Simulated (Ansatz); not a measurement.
# C2H6Si2: how energies converge with the basis set

How large a basis does C2H6Si2 need? Two functionals are run in growing sets.

Method: one geometry, several basis sets; program: Ansatz 0.2.0, Gaussian basis.

Levels to be run: PBE0-D4/def2-SVP; ωB97M-V/def2-SVP; PBE0-D4/def2-QZVPP; ωB97M-V/def2-QZVPP; the functionals' def2-TZVPP values are taken from earlier runs.

## Step 1: The relaxed structure

The geometry comes from an earlier relaxation with PBE0-D4 in a triple-zeta def2 set; it is a stationary point, not always the lowest conformer.

SMILES `[SiH3]C1=C[SiH2]1`, 10 atoms, charge 0, spin multiplicity 1.

Atoms are counted from 1 here; the program's logs count them from 0.

Bond lengths: Si1–C2 1.845 Å, Si1–H5 1.488 Å, Si1–H6 1.486 Å, Si1–H7 1.486 Å, C2–C3 1.336 Å, C2–Si4 1.828 Å, C3–Si4 1.799 Å, C3–H8 1.084 Å, Si4–H9 1.481 Å, Si4–H10 1.481 Å. Angles: C2–Si1–H5 111.4°, C2–Si1–H6 109.1°, C2–Si1–H7 109.1°, H5–Si1–H6 109.3°, H5–Si1–H7 109.3°, H6–Si1–H7 108.6°, Si1–C2–C3 139.4°, Si1–C2–Si4 153.3°, C3–C2–Si4 67.2°, C2–C3–Si4 69.5°, C2–C3–H8 134.5°, Si4–C3–H8 156.0°, C2–Si4–C3 43.2°, C2–Si4–H9 121.0°, C2–Si4–H10 121.0°, C3–Si4–H9 121.4°, C3–Si4–H10 121.4°, H9–Si4–H10 112.3°.

## Step 2: PBE0-D4 in def2-SVP

The input, in.yaml:

```yaml
crystal:
  periodic: [false, false, false]
  atoms:
    - {symbol: Si, position_ang: [-1.110544, 1.026528, -0.896353]}
    - {symbol: C, position_ang: [0.007291, -0.129135, 0.009389]}
    - {symbol: C, position_ang: [0.153353, -1.439791, 0.224313]}
    - {symbol: Si, position_ang: [1.438661, -0.515072, 1.079341]}
    - {symbol: H, position_ang: [-2.185666, 0.289354, -1.613982]}
    - {symbol: H, position_ang: [-1.725628, 1.969180, 0.073856]}
    - {symbol: H, position_ang: [-0.312594, 1.807466, -1.876981]}
    - {symbol: H, position_ang: [-0.385121, -2.325702, -0.092225]}
    - {symbol: H, position_ang: [1.381328, -0.284395, 2.541237]}
    - {symbol: H, position_ang: [2.822020, -0.449632, 0.554305]}
basis:
  gaussian: {orbitals: def2-SVP}
hamiltonian: {xc: pbe0, dispersion: d4}
output: {orbitals: {seedname: orbitals}}
```

Launch:

```bash
ansatz run in.yaml --threads 2 --pin off --events-out ev --progress --plain --max-ram 4352MiB
```

The runs that follow: ωB97M-V in def2-SVP; PBE0-D4 in def2-QZVPP; ωB97M-V in def2-QZVPP.

Before running them: what should the planned runs give, taken together? Wanted: PBE0-D4: double and triple zeta above quadruple; ωB97M-V: double and triple zeta above quadruple.

**Answer**, as computed:

```
                                       quantity          value
PBE0-D4: double and triple zeta above quadruple  8.54, 0.65 eV
ωB97M-V: double and triple zeta above quadruple  8.63, 0.60 eV
```

What this shows: For PBE0-D4 the step from double to triple zeta gains 7.88 eV and the next only 0.65 eV. These are total energies; as a rule much of such shifts cancels in differences, which this series doesn't test.
